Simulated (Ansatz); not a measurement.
# AgH8InNSi: the cost of one run

Computed with Ansatz 0.2.0. Level: RHF/def2-SVP.

## 1. The system as given

SMILES `[SiH3][NH2+][InH3-]`, 11 atoms, charge 0, spin multiplicity 1.

Atoms are counted from 1 here; the program's logs count them from 0.

Bond lengths: Si1–N2 1.800 Å, Si1–H4 1.506 Å, Si1–H5 1.497 Å, Si1–H6 1.497 Å, N2–In3 2.457 Å, N2–H7 1.030 Å, N2–H8 1.030 Å, In3–H9 1.753 Å, In3–H10 1.754 Å, In3–H11 1.755 Å. Angles: N2–Si1–H4 111.6°, N2–Si1–H5 106.6°, N2–Si1–H6 106.6°, H4–Si1–H5 109.9°, H4–Si1–H6 109.9°, H5–Si1–H6 112.2°, Si1–N2–In3 113.8°, Si1–N2–H7 113.6°, Si1–N2–H8 113.5°, In3–N2–H7 104.2°, In3–N2–H8 104.1°, H7–N2–H8 106.7°, N2–In3–H9 96.1°, N2–In3–H10 96.1°, N2–In3–H11 94.7°, H9–In3–H10 119.1°, H9–In3–H11 119.0°, H10–In3–H11 119.0°.

Geometry (Å):

```xyz
11

Si   -1.11212    1.08407   -0.58301
N    -0.62935   -0.56213   -0.03650
In    1.72014   -0.72667    0.66166
H    -2.56008    1.12915   -0.99436
H    -0.23997    1.41931   -1.75203
H    -0.88296    2.00350    0.57540
H    -1.15882   -0.89609    0.78094
H    -0.72628   -1.28253   -0.76568
H     1.61333    0.44983    1.95749
H     2.40674   -0.24043   -0.87687
H     1.63479   -2.43502    1.05347
```

This geometry comes from a loose relaxation at PBE in a small basis, which is not shown.

## 4. The grid

The probe is moved over the plane through the molecule's long axis and the normal of its main plane (x and y are the axes of that plane, centred on the molecule).

- x of the probe's Ag atom: 15 values from −6.3 to 6.3 Å
- z of the probe's Ag atom: 11 values from −4.5 to 4.5 Å

Nothing else is relaxed (molecule and probe rigid). Energies count from molecule and probe far apart, each relaxed in its own basis (no counterpoise correction). Points are written as (first, second).

The probe Ag+ moves over a plane: the plane through the molecule's long axis and the normal of its main plane. The molecule is turned into the frame of its main axes, as the inputs below show.

(The set-up runs are not shown.)

## 5. The run at (−2.7 Å, 2.7 Å)

input.yaml reads:

```yaml
crystal:
  periodic: [false, false, false]
  atoms:
    - { symbol: Si, position_ang: [1.684795, 0.435773, 0.0] }
    - { symbol: "N", position_ang: [0.310202, -0.695625, 0.0] }
    - { symbol: In, position_ang: [-1.994998, 0.259852, 0.0] }
    - { symbol: H, position_ang: [2.97116, -0.298277, -0.005258] }
    - { symbol: H, position_ang: [1.585137, 1.251002, 1.223631] }
    - { symbol: H, position_ang: [1.579375, 1.258218, -1.218336] }
    - { symbol: H, position_ang: [0.289975, -1.297628, -0.80902] }
    - { symbol: H, position_ang: [0.290575, -1.298352, 0.808489] }
    - { symbol: H, position_ang: [-1.868927, 1.123384, -1.519062] }
    - { symbol: H, position_ang: [-1.858311, 1.152826, 1.500968] }
    - { symbol: H, position_ang: [-2.787263, -1.305282, 0.01792] }
    - { symbol: Ag, position_ang: [-2.7, 0.0, 2.7] }
total_charge: 1
basis:
  gaussian: { orbitals: def2-SVP }
hamiltonian:
  xc: hf
output:
  forces: true
```

Run with:

```console
$ ansatz run input.yaml --threads 1 --pin off --max-ram 2560MiB --backend cpu --events-out ev --progress --plain --runs-dir out
```

Q: Estimate wall time and peak memory on 1 thread of Arm Neoverse V1, shared host.

About 4.9 s, with a peak of 0.29 GiB.
